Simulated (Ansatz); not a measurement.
# Nb3N4: the cost of one run

Computed with Ansatz 0.2.0 (DFT PBE, scalar-relativistic, plane waves, PAW, unless a step's input says otherwise).

1 further run of the same task is left out (set aside as unsound or not needed).

**1. The structure to begin with**

The structure is cubic, space group P-43m (No. 215). The conventional cell has a = 4.582 Å, b = 4.582 Å, c = 4.582 Å, α = 90.00°, β = 90.00°, γ = 90.00°. Nb (site symmetry -42m) is surrounded by 4 N at 2.06 Å. Around N (site symmetry 3m) lie 3 Nb at 2.06 Å.

Structure file:

```
Nb N
1.0
     4.58204    0.00000    0.00000
     0.00000    4.58204    0.00000
     0.00000    0.00000    4.58204
Nb N
3 4
Direct
  0.00000 0.00000 0.50000
  0.50000 0.00000 0.00000
  0.00000 0.50000 0.00000
  0.72378 0.27622 0.27622
  0.27622 0.72378 0.27622
  0.27622 0.27622 0.72378
  0.72378 0.72378 0.72378
```

A structure generator made this guess: species swapped into a database cell of Si3As4 (P-43m, No. 215), with Nb on the Si sites and N on the As sites. Its size is a rough estimate.

**2. A first look at the guess**

The input, input.yaml:

```yaml
crystal:
  lattice:
    - [4.58204013, 0.0, 0.0]
    - [0.0, 4.58204013, 0.0]
    - [0.0, 0.0, 4.58204013]
  atoms:
    - { symbol: Nb, position: [0.0, 0.0, 0.5] }
    - { symbol: Nb, position: [0.5, 0.0, 0.0] }
    - { symbol: Nb, position: [0.0, 0.5, 0.0] }
    - { symbol: "N", position: [0.72377767, 0.27622233, 0.27622233] }
    - { symbol: "N", position: [0.27622233, 0.72377767, 0.27622233] }
    - { symbol: "N", position: [0.27622233, 0.27622233, 0.72377767] }
    - { symbol: "N", position: [0.72377767, 0.72377767, 0.72377767] }
basis:
  ecutwfc: 420
kpoints:
  mp_grid: { grid: [4, 4, 4] }
hamiltonian:
  xc: pbe
scf:
  occupations: { method: gaussian, width: 0.1 }
  lower_state_search: "off"
output:
  forces: true
  stress: true
  eigenvalues: true
```

On the command line:

```
> ansatz run input.yaml --threads 1 --pin off --max-ram 2048MiB --backend cpu --events-out ev --progress --plain --runs-dir out
```

Q: Estimate wall time and peak memory on 1 thread of Intel Xeon 6975P-C (Granite Rapids), shared host.

About 1.4 s, with a peak of 0.36 GiB.
